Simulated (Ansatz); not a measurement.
**The Ba atom under m-r²SCAN: a free atom in a box**

A free barium atom, as needed for binding energies. It is solved at Γ with spin polarisation and no symmetry, from 0 unpaired electrons. The moment is free to change.

Program: Ansatz 0.2.0. Level of theory: DFT m-r2SCAN, plane waves (500 eV) with PAW, scalar-relativistic; PBE-made PAW files; m-r²SCAN is r²SCAN on the gauge-invariant kinetic-energy density. These are calculated values, not measurements.

### Step 1. Starting point

Periodic box: 14.0 × 14.4 × 14.8 Å.

Coordinates:

```xyz
1
Lattice="14.0000 0.0000 0.0000 0.0000 14.4000 0.0000 0.0000 0.0000 14.8000" Properties=species:S:1:pos:R:3 pbc="T T T"
Ba    7.0000    7.2000    7.4000
```

### Step 2. From a moment of 0 μB

input.yaml

```yaml
crystal:
  lattice:
    - [14.0, 0.0, 0.0]
    - [0.0, 14.4, 0.0]
    - [0.0, 0.0, 14.8]
  atoms:
    - { symbol: Ba, position: [0.5, 0.5, 0.5], spin: 0.01 }
  symmetry: { detect: false, time_reversal: true }
hamiltonian:
  xc: mr2scan
  pseudopotentials:
    kind: paw
    azcp:
      Ba: "pseudopotentials/Ba.paw.azcp"
basis:
  ecutwfc: 500
  fft_grid_basis: typed
kpoints:
  mp_grid: { grid: [1, 1, 1], shift: [0, 0, 0] }
magnetization:
  spin_polarized: true
scf:
  occupations: { method: fermi_dirac, width: 0.01 }
```

**Question.** What will these runs give? Wanted: start 0: end moment; gap between levels; above bcc.

The runs gave:

| quantity | value |
| --- | --- |
| start 0: end moment | 0.00 μB |
| gap between levels | 1.39 eV |
| above bcc | 2.03 eV/atom |

The moment stays at 0.00 μB. It lies 2.03 eV above the element's usual form at the same level (bcc, from a run of its own). If this is the atom's lowest state, that is the cohesive energy, without zero-point motion or spin-orbit coupling.
